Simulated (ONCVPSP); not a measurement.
# Pseudopotential generation for rhodium: ONCV, PBE

Aim: build the potential from the settings below, then test how well it stands in for the atom: other configurations, scattering, ghost states and the plane-wave cutoff that it needs.

Program: ONCVPSP 4.0.1.1 (patched build). Reference atom: PBE, scalar-relativistic, spherical and spin-unpolarised. All values are calculated.

**1. The atom and the settings**

The settings as typed:

```json
{
  "element": "rhodium (Rh, Z = 45)",
  "type": "optimised norm-conserving Vanderbilt (ONCV)",
  "frozen core": "[Kr]",
  "valence charge": "9",
  "reference configuration": "4d8 5s1",
  "partial waves": "5s: rc 2.55 bohr, ncon 3, nbas 6, qcut 3 1/bohr, 1 projector; p scattering state at 0.32 Ha: rc 2.00 bohr, ncon 4, nbas 8, qcut 3.4 1/bohr, 2 projectors, debl 2.3 Ha; 4d: rc 1.30 bohr, ncon 4, nbas 7, qcut 8.5 1/bohr, 3 projectors, debl 3.2 Ha",
  "local potential": "polynomial inside 0.90 bohr (lpopt 1, dvloc0 0 Ha)",
  "core correction": "Teter function, fcfact 4.25, rcfact 1.65"
}
```

The outer shells as boxes (Hund's rule for the drawing; the calculation is spin-unpolarised):

```
[Kr] core
4d [↑↓][↑↓][↑↓][↑ ][↑ ]
5s [↑ ]
```

**2. Generating the potential**

Rh.dat

```
# ATOM AND REFERENCE CONFIGURATION
# atsym  z   nc   nv     iexc    psfile
  Rh 45.00    8    2        4      upf
#
#   n    l    f
    1    0    2.00
    2    0    2.00
    2    1    6.00
    3    0    2.00
    3    1    6.00
    3    2   10.00
    4    0    2.00
    4    1    6.00
    4    2    8.00
    5    0    1.00
#
# PSEUDOPOTENTIAL AND OPTIMIZATION
# lmax
    2
#
#   l,   rc,      ep,       ncon, nbas, qcut
    0    2.55    0.00    3    6    3.00
    1    2.00    0.32    4    8    3.40
    2    1.30    0.00    4    7    8.50
#
# LOCAL POTENTIAL
# lloc, lpopt,  rc(5),   dvloc0
    4    1    0.90    0.00
#
# VANDERBILT-KLEINMAN-BYLANDER PROJECTORs
# l, nproj, debl
    0    1    2.60
    1    2    2.30
    2    3    3.20
#
# MODEL CORE CHARGE
# icmod, fcfact, rcfact
    3    4.25    1.65
#
# LOG DERIVATIVE ANALYSIS
# epsh1, epsh2, depsh
   -2.00    5.00    0.02
#
# OUTPUT GRID
# rlmax, drl
    6.00    0.01
#
# TEST CONFIGURATIONS
# ncnf
    4
# nvcnf
#   n    l    f
    2
    4    2    8.00
    5    0    0.00
#
    2
    4    2    7.00
    5    0    0.00
#
    2
    4    2    6.00
    5    0    0.00
#
    2
    4    2    5.00
    5    0    0.00
#
```

The run is started by

```console
$ oncvpsp.x < Rh.dat > Rh.out
```

Before running it: what results should come out? Wanted: cutoffs for 1 and 0.1 mHa per electron, occupied waves; bound ghosts; GHOST(+) flags; configuration tests; largest phase difference near zero energy, channels read; rms error of d²Exc/dn², without and with the model core.

As calculated:

| quantity | value |
| --- | --- |
| cutoffs for 1 and 0.1 mHa per electron, occupied waves | 29 Ha and 34 Ha |
| bound ghosts | s at -274.47 eV, p at -29.97 eV |
| GHOST(+) flags | s at 16 eV, p at 414 eV |
| configuration tests | no usable energy difference |
| largest phase difference near zero energy, channels read | 0.043 rad |
| rms error of d²Exc/dn², without and with the model core | 5.69 and 1.72 mHa |

**Reading.** It has a bound ghost (s, p), a state that the atom doesn't have, and that rules the file out. Of the tests 4 gave no usable energy difference, which is a warning in itself. The potential is of middling hardness: the looser tolerance needs 29 Ha. At the looser tolerance the 4d wave is the slowest; 5s needs 3 Ha. That counts occupied waves only; other projectors can need more. Near zero energy the largest phase difference among the channels read is 0.04 rad, in the s channel. The program also flags highly localised states, GHOST(+) (s, p). All of this concerns the isolated atom, not yet a solid.
